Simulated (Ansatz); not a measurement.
# CF2I radical: basis-set convergence

How large a basis does CF2I radical need? Two functionals are run in growing sets.

The runs use Ansatz 0.2.0, Gaussian basis; one geometry, several basis sets.

Plan: PBE0-D4/def2-SVP; ωB97M-V/def2-SVP; PBE0-D4/def2-QZVPP; ωB97M-V/def2-QZVPP; the functionals' def2-TZVPP values are taken from earlier runs.

**1. The geometry**

An earlier PBE0-D4 in a triple-zeta def2 set relaxation fixed the geometry. I takes the def2 core potential; no spin-orbit term is included.

SMILES `F[C](F)I`, 4 atoms, charge 0, spin multiplicity 2.

Atoms are counted from 1 here; the program's logs count them from 0.

Bond lengths: F1–C2 1.314 Å, C2–F3 1.314 Å, C2–I4 2.114 Å. Angles: F1–C2–F3 109.8°, F1–C2–I4 114.8°, F3–C2–I4 114.8°.

Geometry (Å):

```xyz
4

F     1.21148    0.08440    0.64591
C    -0.05261   -0.09919    0.33977
F    -0.25280   -1.35542    0.01239
I    -0.85057    1.30990   -1.01847
```

**2. PBE0-D4 in def2-SVP**

in.yaml

```yaml
crystal:
  periodic: [false, false, false]
  atoms:
    - {symbol: F, position_ang: [1.211479, 0.084403, 0.645909]}
    - {symbol: C, position_ang: [-0.052610, -0.099188, 0.339772]}
    - {symbol: F, position_ang: [-0.252798, -1.355416, 0.012391]}
    - {symbol: I, position_ang: [-0.850572, 1.309900, -1.018473]}
basis:
  gaussian: {orbitals: def2-SVP}
magnetization: {spin_polarized: true, initial_magnetization: 1}
hamiltonian: {xc: pbe0, dispersion: d4}
output: {orbitals: {seedname: orbitals}}
```

The runs that follow: ωB97M-V in def2-SVP; PBE0-D4 in def2-QZVPP; ωB97M-V in def2-QZVPP.

**Question.** What will the summary of the whole plan be? Wanted: PBE0-D4: double and triple zeta above quadruple; ωB97M-V: double and triple zeta above quadruple.

The runs gave:

| quantity | value |
| --- | --- |
| PBE0-D4: double and triple zeta above quadruple | 8.57, 0.36 eV |
| ωB97M-V: double and triple zeta above quadruple | 8.72, 0.35 eV |

**Reading.** For PBE0-D4 the step from double to triple zeta gains 8.21 eV and the next only 0.36 eV. Total energies overstate the basis error of differences, where much of it tends to cancel.
